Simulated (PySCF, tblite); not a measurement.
# C₁₄F₁₈O₂: electronic excitations, NMR shifts, part 1 of 2

Wanted: electronic excitations, NMR shifts for C₁₄F₁₈O₂ (`Fc1c(F)c(F)c(O[C@]2(F)C(F)(F)C(F)(F)[C@@]2(F)OC2(F)C(F)(F)C(F)(F)C2(F)F)c(F)c1F`).

Programs: tblite 0.8.0 and PySCF 2.14.0, with routines of our own; each step states its level. All values are computed. Atoms count from 0.

## 1. The system as given

34 atoms, charge 0, multiplicity 1; geometry from: force field, distance geometry or constructed start.

## 2. Relaxing the molecule with GFN2-xTB

The job: settings as JSON, then the geometry in Å.

```
{"job": {"kind": "relax", "xc": "GFN2-xTB", "basis": "xTB"}, "charge": 0, "multiplicity": 1}
F      4.629400     3.220500     1.268000
C      3.927600     2.264800     0.635900
C      2.582300     2.437600     0.385500
F      1.964100     3.575600     0.753200
C      1.855800     1.442700    -0.262600
F      0.551800     1.621600    -0.528200
C      2.484800     0.264800    -0.654900
O      1.805300    -0.717600    -1.318100
C      0.937800    -1.549500    -0.486200
F      1.447200    -1.690300     0.770800
C      0.505000    -2.899200    -1.156600
F      0.444900    -2.894300    -2.510900
F      1.238900    -3.984500    -0.809300
C     -0.845900    -2.729000    -0.423000
F     -0.912300    -3.219800     0.841600
F     -1.944000    -3.198100    -1.061400
C     -0.607100    -1.177500    -0.522600
F     -1.016700    -0.618300    -1.690600
O     -1.054300    -0.371800     0.607700
C     -2.488300    -0.142500     0.541200
F     -3.144400    -1.328100     0.436400
C     -3.051400     0.795700     1.668300
F     -2.177400     1.727000     2.149800
F     -3.563900     0.160200     2.754300
C     -4.075500     1.302000     0.620800
F     -5.234800     0.586500     0.534100
F     -4.443900     2.602800     0.718500
C     -2.998100     0.970900    -0.446600
F     -2.113500     1.962400    -0.723800
F     -3.456000     0.530100    -1.641200
C      3.848800     0.095700    -0.402700
F      4.456600    -1.033500    -0.780800
C      4.564900     1.091100     0.246600
F      5.874400     0.919700     0.497400
```

The run is started by

```bash
> OMP_NUM_THREADS=2 python large_run.py task.json out
```

One launch serves the whole session: the jobs run in the order shown.

The program printed:

```text
step      E/eV     max force
  0   -3350.62996    2.725
  1   -3351.22634    0.972
  2   -3351.35920    0.694
  3   -3351.40614    0.508
  4   -3351.42613    0.215
  5   -3351.43100    0.191
  6   -3351.43800    0.194
  7   -3351.44165    0.208
  8   -3351.44658    0.144
  9   -3351.45066    0.159
 10   -3351.45504    0.146
 11   -3351.45958    0.176
 12   -3351.46534    0.172
 13   -3351.47240    0.174
 14   -3351.48003    0.188
 15   -3351.48668    0.155
 16   -3351.49219    0.154
 17   -3351.49742    0.174
 18   -3351.50315    0.167
 19   -3351.50993    0.155
 20   -3351.51743    0.167
 21   -3351.52498    0.171
 22   -3351.53218    0.155
 23   -3351.53933    0.155
 24   -3351.54662    0.148
 25   -3351.55287    0.128
 26   -3351.55743    0.121
 27   -3351.56117    0.126
 28   -3351.56479    0.160
 29   -3351.56804    0.112
 30   -3351.57078    0.157
 31   -3351.57359    0.106
 32   -3351.57718    0.127
 33   -3351.57946    0.131
 34   -3351.58183    0.078
 35   -3351.58252    0.068
 36   -3351.58398    0.084
 37   -3351.58451    0.085
 38   -3351.58560    0.047
 39   -3351.58620    0.047
 40   -3351.58685    0.049
 41   -3351.58742    0.056
 42   -3351.58803    0.045
 43   -3351.58858    0.041
 44   -3351.58913    0.053
 45   -3351.58961    0.064
 46   -3351.58999    0.046
 47   -3351.59030    0.029
 48   -3351.59059    0.038
 49   -3351.59088    0.037
 50   -3351.59116    0.033
 51   -3351.59140    0.027
 52   -3351.59164    0.030
 53   -3351.59191    0.036
 54   -3351.59217    0.039
 55   -3351.59240    0.028
 56   -3351.59260    0.025
 57   -3351.59279    0.026
 58   -3351.59300    0.029
 59   -3351.59322    0.028
 60   -3351.59342    0.029
 61   -3351.59364    0.030
 62   -3351.59391    0.039
 63   -3351.59424    0.043
 64   -3351.59460    0.042
 65   -3351.59500    0.052
 66   -3351.59553    0.066
 67   -3351.59630    0.064
 68   -3351.59728    0.081
 69   -3351.59820    0.065
 70   -3351.59882    0.040
 71   -3351.59925    0.041
 72   -3351.59972    0.046
 73   -3351.60024    0.054
 74   -3351.60069    0.037
 75   -3351.60100    0.030
 76   -3351.60123    0.027
 77   -3351.60145    0.031
 78   -3351.60167    0.028
 79   -3351.60191    0.036
 80   -3351.60221    0.037
 81   -3351.60260    0.038
 82   -3351.60302    0.038
 83   -3351.60335    0.037
 84   -3351.60362    0.036
 85   -3351.60392    0.034
 86   -3351.60429    0.043
 87   -3351.60478    0.043
 88   -3351.60528    0.037
 89   -3351.60578    0.040
 90   -3351.60626    0.051
 91   -3351.60676    0.053
 92   -3351.60714    0.035
 93   -3351.60748    0.041
 94   -3351.60778    0.043
 95   -3351.60817    0.042
 96   -3351.60852    0.036
 97   -3351.60884    0.031
 98   -3351.60912    0.029
 99   -3351.60936    0.034
100   -3351.60953    0.026
101   -3351.60965    0.023
102   -3351.60975    0.024
103   -3351.60987    0.026
104   -3351.61000    0.031
105   -3351.61015    0.025
106   -3351.61028    0.021
107   -3351.61039    0.020
```

Run time: 2.7 s. Hardware: 2 threads of Arm Neoverse V1, shared host; peak memory 0.18 GiB.

Along the way:

```tsv
step	energy from step 0 (eV)	largest force (eV/Å)
0	0.0000	2.7250
1	-0.5964	0.9721
2	-0.7292	0.6939
3	-0.7762	0.5079
4	-0.7962	0.2152
5	-0.8010	0.1908
6	-0.8080	0.1941
7	-0.8117	0.2077
8	-0.8166	0.1444
16	-0.8622	0.1542
25	-0.9229	0.1281
33	-0.9495	0.1306
42	-0.9581	0.0441
51	-0.9614	0.0271
59	-0.9633	0.0280
68	-0.9673	0.0815
77	-0.9715	0.0312
85	-0.9740	0.0336
94	-0.9778	0.0432
103	-0.9799	0.0255
104	-0.9800	0.0308
105	-0.9802	0.0249
106	-0.9803	0.0213
107	-0.9804	0.0196
```

Distances of close pairs at the start and the end, largest changes first:

```tsv
bond	before (Å)	after (Å)	change (Å)
O7–C8	1.462	1.358	-0.103
C16–O18	1.458	1.377	-0.082
O18–C19	1.454	1.373	-0.081
C21–F22	1.365	1.336	-0.029
C21–F23	1.359	1.330	-0.029
C24–F25	1.365	1.336	-0.029
C10–F12	1.355	1.331	-0.024
C24–F26	1.355	1.332	-0.024
```

The final coordinates are the input of the step that follows.

## 3. Harmonic vibrations with GFN2-xTB

The job: settings as JSON, then the geometry in Å.

```
{"job": {"kind": "ir", "xc": "GFN2-xTB", "basis": "xTB"}, "charge": 0, "multiplicity": 1}
F      4.498059     3.477532     0.974027
C      3.844594     2.423918     0.501643
C      2.453086     2.421680     0.468464
F      1.770309     3.473651     0.901659
C      1.770541     1.316036    -0.033347
F      0.440584     1.347678    -0.069982
C      2.459206     0.197296    -0.494728
O      1.852658    -0.919925    -1.046943
C      0.888854    -1.579533    -0.353334
F      1.163543    -1.626184     0.974518
C      0.592764    -3.017822    -0.912507
F      0.959706    -3.158840    -2.188980
F      1.099759    -4.034300    -0.218468
C     -0.937588    -2.756812    -0.744629
F     -1.427073    -3.319986     0.366107
F     -1.720144    -3.093959    -1.767387
C     -0.638689    -1.227515    -0.563859
F     -0.831442    -0.574853    -1.733843
O     -1.202024    -0.563283     0.502227
C     -2.532617    -0.230382     0.451057
F     -3.316361    -1.322703     0.284171
C     -2.987685     0.620817     1.685140
F     -1.964315     1.215898     2.303677
F     -3.715030    -0.013452     2.600297
C     -3.767116     1.581471     0.723710
F     -5.086189     1.366637     0.728414
F     -3.556221     2.884834     0.896494
C     -3.037812     0.923219    -0.495849
F     -2.069677     1.698017    -0.989506
F     -3.815206     0.530533    -1.504184
C      3.855836     0.208096    -0.452081
F      4.525176    -0.852620    -0.882904
C      4.547582     1.314296     0.034924
F      5.874861     1.308316     0.066825
```

The program printed:

```text
mode    cm-1     km/mol
  1      -8.8      0.04
  2      19.5      0.01
  3      22.5      0.01
  4      29.1      0.04
  5      36.9      0.20
  6      43.8      0.14
  7      65.2      0.17
  8      68.0      0.29
  9     106.7      0.24
 10     112.8      0.90
 11     116.8      0.61
 12     125.5      1.17
 13     132.4      1.55
 14     145.4      0.20
 15     151.7      5.86
 16     152.5      2.40
 17     162.8      3.70
 18     169.2      0.04
 19     175.9      0.64
 20     178.4      1.91
 21     201.2      1.64
 22     213.5      0.77
 23     219.4     24.96
 24     234.3      0.15
 25     241.9      0.31
 26     246.4      1.44
 27     260.2      0.02
 28     261.7      0.35
 29     263.2      6.86
 30     264.8      6.36
 31     280.8      7.98
 32     288.7      8.56
 33     298.4      2.12
 34     319.7      8.66
 35     334.1      0.54
 36     338.9      5.74
 37     379.2      5.66
 38     390.7      1.60
 39     406.3      3.72
 40     409.9      1.10
 41     411.4      1.07
 42     425.4      8.77
 43     425.9     16.18
 44     434.8      4.82
 45     441.8      8.06
 46     506.8     40.07
 47     510.4     52.46
 48     521.3     28.29
 49     535.3     85.98
 50     557.0      7.39
 51     566.8      1.83
 52     570.5      0.75
 53     581.3      0.14
 54     585.6      1.74
 55     611.6      0.68
 56     613.9      4.27
 57     625.4      1.03
 58     662.2      8.68
 59     684.8      1.20
 60     706.5      7.73
 61     741.2     11.44
 62     772.7      8.16
 63     804.8      7.67
 64     866.6     26.10
 65     883.0     58.92
 66     908.0    197.45
 67     916.4    114.94
 68     961.9     12.17
 69     974.6    418.85
 70     982.6    142.87
 71     988.1    204.08
 72    1080.5    155.30
 73    1107.7    151.75
 74    1109.6     26.36
 75    1124.2    109.53
 76    1130.9      6.94
 77    1139.2     28.99
 78    1142.3    358.92
 79    1144.4    437.98
 80    1169.1     15.88
 81    1173.0     41.75
 82    1179.5     30.56
 83    1185.5    227.94
 84    1190.8    446.96
 85    1199.6    121.81
 86    1203.1     83.95
 87    1211.7    186.80
 88    1224.6      2.18
 89    1284.2      4.66
 90    1288.9      4.06
 91    1292.0     12.79
 92    1449.8    181.57
 93    1475.8    438.42
 94    1480.5    249.25
 95    1559.0      9.06
 96    1560.0      0.77
```

Wall time 5 s (2 threads of Arm Neoverse V1, shared host); peak memory 0.18 GiB.

Which atoms move in the most intense modes:

```tsv
cm⁻¹	km/mol	atoms
975	418.9	O7 12 %, C30 11 %, C2 11 %, C10 11 %
988	204.1	C4 10 %
1142	358.9	C13 40 %, C10 18 %, F14 13 %
1144	438.0	C24 39 %, C27 21 %, F25 11 %
1186	227.9	C19 30 %, O18 16 %, C27 15 %, C16 12 %
1191	447.0	C8 38 %, O7 14 %
1476	438.4	C4 23 %, C2 23 %, C30 14 %, C32 13 %
1480	249.2	C1 35 %, C32 25 %, C2 18 %
```

## 4. Electronic excitations: TDA CAM-B3LYP/6-31G*

The job, as its differences from that of step 3:

```diff
@@ -1,2 +1,2 @@
-{"job": {"kind": "ir", "xc": "GFN2-xTB", "basis": "xTB"}, "charge": 0, "multiplicity": 1}
+{"job": {"kind": "uv", "basis": "6-31G*", "grid": 1, "kgrid": 0, "vcut": 1.5, "nstates": 6, "ntriplets": 2, "tda": true, "delta": [], "pop": true, "xc": "CAM-B3LYP"}, "charge": 0, "multiplicity": 1}
 F      4.498059     3.477532     0.974027
```

Level: TDA CAM-B3LYP/6-31G*, vertical, gas phase, core orbitals frozen in the response, virtual orbitals cut by energy.

The program printed:

```text
start: PBE on a coarse grid of 34800 points
cycle   1  E = -2477.7491516377  dE =  6.699e+00  |g| = 2.106e+00  |ddm| = 7.376e+00
cycle   2  E = -2474.5380369338  dE =  3.211e+00  |g| = 4.946e+00  |ddm| = 5.819e+00
cycle   3  E = -2478.4558307502  dE = -3.918e+00  |g| = 2.737e-01  |ddm| = 4.371e+00
cycle   4  E = -2478.4669942612  dE = -1.116e-02  |g| = 1.667e-01  |ddm| = 4.176e-01
cycle   5  E = -2478.4712872194  dE = -4.293e-03  |g| = 8.344e-02  |ddm| = 2.167e-01
cycle   6  E = -2478.4727186161  dE = -1.431e-03  |g| = 1.729e-02  |ddm| = 8.926e-02
cycle   7  E = -2478.4727828129  dE = -6.420e-05  |g| = 4.461e-03  |ddm| = 2.042e-02
final grid: 162675 points
cycle   8  E = -2480.1296049470  dE = -1.949e-02  |g| = 2.403e-01  |ddm| = 6.679e-01
cycle   9  E = -2480.1226514230  dE =  6.954e-03  |g| = 3.188e-01  |ddm| = 3.896e-01
cycle  10  E = -2480.1392948023  dE = -1.664e-02  |g| = 1.148e-02  |ddm| = 2.327e-01
cycle  11  E = -2480.1393202612  dE = -2.546e-05  |g| = 5.438e-03  |ddm| = 1.381e-02
cycle  12  E = -2480.1393243917  dE = -4.131e-06  |g| = 2.319e-03  |ddm| = 5.849e-03
cycle  13  E = -2480.1393268646  dE = -2.473e-06  |g| = 2.520e-04  |ddm| = 2.041e-03
cycle  14  E = -2480.1393261115  dE =  7.531e-07  |g| = 1.517e-04  |ddm| = 4.114e-04
cycle  15  E = -2480.1393263806  dE = -2.691e-07  |g| = 3.484e-05  |ddm| = 1.792e-04
converged SCF energy = -2480.1393263806

Static polarisability (au): isotropic 137.739, principal 92.083 152.111 169.022

Singlet excitations
state   eV       nm        f      main configurations
  1   5.4811    226.2   0.00319   H->L 0.52, H-1->L+1 0.43
  2   6.1987    200.0   0.00011   H->L+3 0.56, H->L+4 0.28, H->L+2 0.12
  3   6.3091    196.5   0.00041   H-1->L+3 0.55, H-1->L+4 0.24, H-1->L+2 0.14
  4   6.5177    190.2   0.02270   H-1->L 0.53, H->L+1 0.37
  5   6.9441    178.5   0.00079   H-2->L+2 0.54, H-2->L+4 0.10, H-3->L+3 0.09
  6   6.9942    177.3   0.00095   H-3->L+2 0.59, H-3->L+3 0.16, H-2->L+3 0.09

Triplet excitations (Tamm-Dancoff, eV): 4.0272 4.7196
```

Wall time 1.8 min (2 threads of Arm Neoverse V1, shared host); peak memory 1.4 GiB.

Frontier orbitals and where they lie:

```tsv
orbital	eV	atoms
HOMO−4	-11.54	O7 16 %, O18 10 %, C16 5 %
HOMO−3	-10.47	C27 11 %, C19 10 %, C24 10 %
HOMO−2	-10.31	C16 11 %, O18 9 %, C13 9 %
HOMO−1	-9.00	C6 22 %, C1 21 %, C32 12 %
HOMO	-8.90	C30 22 %, C2 22 %, C32 12 %
LUMO	0.18	C6 27 %, C1 27 %, C4 10 %
LUMO+1	0.38	C30 22 %, C2 22 %, C32 20 %
LUMO+2	0.54	C19 10 %, C16 9 %, C21 8 %
LUMO+3	0.97	C4 6 %, C24 6 %, C27 6 %
```

With each of the 6 states as a Gaussian band of 0.4 eV half-width at 1/e, the curve within the window shown has maxima at 226 nm (ε 130), 190 nm (ε 950) L/(mol cm). Beyond the last state computed it falls off for lack of states. The curve at chosen wavelengths:

nm, ε (L/mol/cm) and a bar:
```
      170         58 #
      173        121 ###
      177        278 ########
      180        458 ##############
      183        666 #####################
      187        893 ############################
      190        954 ##############################
      194        861 ###########################
      197        700 ######################
      200        516 ################
      204        305 #########
      207        199 ######
      210        138 ####
      214        110 ###
      217        111 ###
      220        120 ###
      224        130 ####
      227        130 ####
      230        123 ###
      234        105 ###
      237         88 ##
      241         64 ##
      244         48 #
      247         34 #
      251         21 
      254         14
```

Ground-state properties from the same run:

```tsv
property	computed
dipole moment (D)	0.85
polarisability (Å³)	20.41
HOMO–LUMO gap (eV)	9.08
−ε(HOMO) (eV)	8.90
```

(Continued in part 2 of 2.)
